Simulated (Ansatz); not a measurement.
# ScGePd: the cost of one run

Program: Ansatz 0.2.0. Level of theory: DFT PBEsol, scalar-relativistic, plane waves, PAW. These are calculated values, not measurements.

## 1. The system as given

Symmetry: P-62m, No. 189, hexagonal system. The conventional cell has a = 6.652 Å, b = 6.652 Å, c = 3.921 Å, α = 90.00°, β = 90.00°, γ = 120.00°. Sc (site symmetry m2m) has 5 Ge at 2.79 to 2.82 Å and 6 Pd at 2.94 to 3.14 Å as nearest neighbours. Ge (site symmetry -6) is surrounded by 3 Pd at 2.55 Å and 6 Sc at 2.79 Å. Ge (site symmetry -62m) is surrounded by 6 Pd at 2.56 Å and 3 Sc at 2.82 Å. Around Pd (site symmetry m2m) lie 4 Ge at 2.55 to 2.56 Å and 2 Pd at 2.86 Å.

As a file:

```cif
data_structure
_symmetry_space_group_name_H-M 'P 1'
_symmetry_Int_Tables_number 1
_cell_length_a 6.6520
_cell_length_b 6.6520
_cell_length_c 3.9210
_cell_angle_alpha 90.000
_cell_angle_beta 90.000
_cell_angle_gamma 120.000
_cell_volume 150.26
loop_
_atom_site_label
_atom_site_type_symbol
_atom_site_fract_x
_atom_site_fract_y
_atom_site_fract_z
_atom_site_occupancy
Sc1 Sc 0.00000 0.57669 0.00000 1
Sc2 Sc 0.42331 0.42331 0.00000 1
Sc3 Sc 0.57669 0.00000 0.00000 1
Ge1 Ge 0.33333 0.66667 0.50000 1
Ge2 Ge 0.66667 0.33333 0.50000 1
Ge3 Ge 0.00000 0.00000 0.00000 1
Pd1 Pd 0.00000 0.24813 0.50000 1
Pd2 Pd 0.75187 0.75187 0.50000 1
Pd3 Pd 0.24813 0.00000 0.50000 1
```

It goes back to an entry of the Materials Project, which need not be the stable form.

This cell was relaxed beforehand with the same method: volume 16.70 Å³/atom, gap on the mesh none (metal).

## 2. The cell scaled to 0.97 of its volume

File input.yaml:

```yaml
crystal:
  lattice:
    - [6.5847575253, 0.0, 0.0]
    - [-3.2923787626, 5.7025672946, 0.0]
    - [0.0, 0.0, 3.8814342508]
  atoms:
    - { symbol: Sc, position: [0.0, 0.5766943254, 0.0] }
    - { symbol: Sc, position: [0.4233056746, 0.4233056746, 0.0] }
    - { symbol: Sc, position: [0.5766943254, 0.0, 0.0] }
    - { symbol: Ge, position: [0.3333333333, 0.6666666667, 0.5] }
    - { symbol: Ge, position: [0.6666666667, 0.3333333333, 0.5] }
    - { symbol: Ge, position: [0.0, 0.0, 0.0] }
    - { symbol: Pd, position: [0.0, 0.2481327333, 0.5] }
    - { symbol: Pd, position: [0.7518672667, 0.7518672667, 0.5] }
    - { symbol: Pd, position: [0.2481327333, 0.0, 0.5] }
basis:
  ecutwfc: 420
kpoints:
  mp_grid: { grid: [6, 6, 10] }
hamiltonian:
  xc: pbesol
scf:
  occupations: { method: gaussian, width: 0.1 }
output:
  forces: true
  stress: true
  eigenvalues: true
relax:
  adjacent_minimum: "off"
  f_tol: 0.01
  max_steps: 30
  cell: { stress_tol: 0.1, fix: [volume] }
```

Started as:

```console
> ansatz run input.yaml --threads 2 --pin off --max-ram 5120MiB --backend cpu --events-out ev --progress --plain --runs-dir out
```

Q: Estimate wall time and peak memory on 2 threads of Intel Xeon 6975P-C (Granite Rapids), shared host.

About 34 s, with a peak of 0.74 GiB.
